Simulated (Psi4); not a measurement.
# HF/def2-TZVPP (density fitting, core potential, sweep point 7) run of FIn (InF)

Wanted: energy and gradient of FIn (InF). 

The calculation is run with Psi4 1.11.

### Step 1. The system as given

The species is FIn (2 atoms), typed as a singlet with charge 0. As SMILES, `[F][In]`. The shape comes from GFN2-xTB, which is rough for such elements, and wasn't checked as a minimum.

Bond lengths: F1–In2 2.025 Å.

### Step 2. Energy and forces at HF/def2-TZVPP (density fitting, core potential, sweep point 7)

input.inp

```
memory 1.6 GB

molecule geom {
  0 1
  F      0.000000     0.000000     0.000000
  In     0.000000     0.000000     2.025490
  symmetry c1
}

set basis def2-TZVPP
set scf_type df
set damping_percentage 30

E, wfn = gradient("scf", return_wfn=True)
print_variables()
```

The run is started by

```sh
$ psi4 input.inp input.out -n 1
```

What values should one expect? Wanted: total energy; dipole moment; HOMO energy; LUMO energy; HOMO–LUMO gap; largest force on an atom.

Computed results:

At HF/def2-TZVPP (density fitting, core potential, sweep point 7):

```
                quantity          value
            total energy  -288.75524 Eh
           dipole moment         3.52 D
             HOMO energy       -9.63 eV
             LUMO energy        0.51 eV
           HOMO–LUMO gap       10.14 eV
largest force on an atom     0.799 eV/Å
```

In words: The largest force is 0.80 eV/Å: the shape isn't a stationary point for this species at this level.
